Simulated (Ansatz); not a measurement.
# AsH (singlet): wave-function methods side by side, aug-cc-pVDZ

Aim: climb from Hartree-Fock through coupled cluster and multireference methods for AsH (singlet) at one geometry and basis, and see what each rung misses.

Computed with Ansatz 0.2.0, Gaussian basis. Level: aug-cc-pVDZ, core rule «outside noble gas», up to 14 orbitals frozen.

To be run: UHF; CCSD(T) on RHF; CCSD(T) on UHF; BCCD(T) on RHF; CISD; CCSDT(Q) on RHF; CCSDT(Q) on UHF; CCSDTQ on RHF; CASSCF and MRCISD+Q, 6 electrons in 5 orbitals; CASSCF and NEVPT2, 6 electrons in 5 orbitals; Full CI.

12 further runs of the same task are left out: 1 for a known fault of the program, 4 that didn't finish, 7 set aside as unsound or not needed.

### 1 The system

The geometry is a PBE0/def2-TZVP stationary point (not a proven minimum). No spin-orbit coupling is included. The filled d shell of As may be among the frozen orbitals whatever the setting's name suggests; the logs give the count.

2 atoms, charge 0, spin multiplicity 1.

Atoms are counted from 1 here; the program's logs count them from 0.

Bond lengths: As1–H2 1.529 Å.

### 2 UHF

Contents of in.yaml:

```yaml
crystal:
  periodic: [false, false, false]
  atoms:
    - {symbol: As, position_ang: [0.000000, 0.000000, 0.000000]}
    - {symbol: H, position_ang: [0.000000, 0.000000, 1.529400]}
basis:
  gaussian: {orbitals: aug-cc-pVDZ}
magnetization: {spin_polarized: true, initial_magnetization: 0}
hamiltonian: {xc: hf}
output: {orbitals: {seedname: orbitals}}
```

Launch:

```bash
$ ansatz run in.yaml --threads 1 --pin off --events-out ev --progress --plain --max-ram 2393MiB
```

After this run come: CCSD(T) on RHF; CCSD(T) on UHF; BCCD(T) on RHF; CISD; CCSDT(Q) on RHF; CCSDT(Q) on UHF; CCSDTQ on RHF; CASSCF and MRCISD+Q, 6 electrons in 5 orbitals; CASSCF and NEVPT2, 6 electrons in 5 orbitals; Full CI.

**Question.** What will the summary of the whole plan be? Wanted: FCI below the RHF energy; RMP2 from FCI; RCCSD from FCI; RCCSD(T) from FCI; RCCSDT(Q) from FCI; NEVPT2 valence from FCI; MRCISD+Q valence from FCI; T1 diagnostic; effectively unpaired electrons.

**Answer**, as computed:

| quantity | value |
| --- | --- |
| FCI below the RHF energy | -3.5776 eV |
| RMP2 from FCI | +1110.7 meV |
| RCCSD from FCI | +323.9 meV |
| RCCSD(T) from FCI | +169.9 meV |
| RCCSDT(Q) from FCI | -5.0 meV |
| NEVPT2 valence from FCI | +647.1 meV |
| MRCISD+Q valence from FCI | -21.7 meV |
| levels within 1 kcal/mol (43 meV) | RCCSDT, RCCSDT(Q), RCCSDTQ, MRCISD+Q valence |
| T1 diagnostic | 0.011 |
| effectively unpaired electrons | 2.03 |

What this shows: RCCSD(T) misses by +169.9 meV, 4.7 % of the correlation energy. RCCSDT(Q), MRCISD+Q valence fall below full CI, which methods that aren't variational can do. With 2.0 effectively unpaired electrons against 0 the state is strongly multireference. Of the multireference levels listed MRCISD+Q valence comes nearest in total energy (-21.7 meV), which doesn't show that its space is the better one. These misses are within one basis, not against nature.
